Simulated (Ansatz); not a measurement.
# C7H5N: how energies converge with the basis set

How large a basis does C7H5N need? Two functionals are run in growing sets.

The runs use Ansatz 0.2.0, Gaussian basis; one geometry, several basis sets.

The runs, in order: PBE0-D4/def2-SVP; ωB97M-V/def2-SVP; PBE0-D4/def2-QZVPP; ωB97M-V/def2-QZVPP; the functionals' def2-TZVPP values are taken from earlier runs.

### 1 The geometry

All runs share one geometry, relaxed beforehand with PBE0-D4 in a triple-zeta def2 set.

SMILES `[C-]#[N+]c1ccccc1`, 13 atoms, charge 0, spin multiplicity 1.

Atoms are counted from 1 here; the program's logs count them from 0.

Bond lengths: C1–N2 1.168 Å, N2–C3 1.377 Å, C3–C4 1.391 Å, C3–C8 1.391 Å, C4–C5 1.384 Å, C4–H9 1.083 Å, C5–C6 1.388 Å, C5–H10 1.083 Å, C6–C7 1.388 Å, C6–H11 1.083 Å, C7–C8 1.384 Å, C7–H12 1.083 Å, C8–H13 1.083 Å. Angles: C1–N2–C3 180.0°, N2–C3–C4 119.6°, N2–C3–C8 119.6°, C4–C3–C8 120.8°, C3–C4–C5 119.2°, C3–C4–H9 119.4°, C5–C4–H9 121.4°, C4–C5–C6 120.3°, C4–C5–H10 119.5°, C6–C5–H10 120.1°, C5–C6–C7 120.0°, C5–C6–H11 120.0°, C7–C6–H11 120.0°, C6–C7–C8 120.3°, C6–C7–H12 120.1°, C8–C7–H12 119.5°, C3–C8–C7 119.2°, C3–C8–H13 119.4° and more.

### 2 PBE0-D4 in def2-SVP

The input, in.yaml:

```yaml
crystal:
  periodic: [false, false, false]
  atoms:
    - {symbol: C, position_ang: [1.834502, -1.063880, 2.905969]}
    - {symbol: N, position_ang: [1.238733, -0.718823, 1.962209]}
    - {symbol: C, position_ang: [0.536483, -0.311504, 0.849963]}
    - {symbol: C, position_ang: [0.153619, 1.020057, 0.729550]}
    - {symbol: C, position_ang: [-0.551683, 1.422120, -0.391141]}
    - {symbol: C, position_ang: [-0.872971, 0.506660, -1.383061]}
    - {symbol: C, position_ang: [-0.486567, -0.819660, -1.253619]}
    - {symbol: C, position_ang: [0.219179, -1.236734, -0.138685]}
    - {symbol: H, position_ang: [0.413065, 1.720254, 1.513396]}
    - {symbol: H, position_ang: [-0.851987, 2.458519, -0.489170]}
    - {symbol: H, position_ang: [-1.425323, 0.827333, -2.258233]}
    - {symbol: H, position_ang: [-0.735950, -1.536960, -2.026410]}
    - {symbol: H, position_ang: [0.528891, -2.267369, -0.020768]}
basis:
  gaussian: {orbitals: def2-SVP}
hamiltonian: {xc: pbe0, dispersion: d4}
output: {orbitals: {seedname: orbitals}}
```

Launch:

```bash
ansatz run in.yaml --threads 2 --pin off --events-out ev --progress --plain --max-ram 32768MiB --backend cpu
```

The runs that follow: ωB97M-V in def2-SVP; PBE0-D4 in def2-QZVPP; ωB97M-V in def2-QZVPP.

Before running them: what should the planned runs give, taken together? Wanted: PBE0-D4: double and triple zeta above quadruple; ωB97M-V: double and triple zeta above quadruple.

As calculated:

| quantity | value |
| --- | --- |
| PBE0-D4: double and triple zeta above quadruple | 9.90, 0.44 eV |
| ωB97M-V: double and triple zeta above quadruple | 10.24, 0.41 eV |

**Reading.** For PBE0-D4 the step from double to triple zeta gains 9.45 eV and the next only 0.44 eV. These are total energies; as a rule much of such shifts cancels in differences, which this series doesn't test.
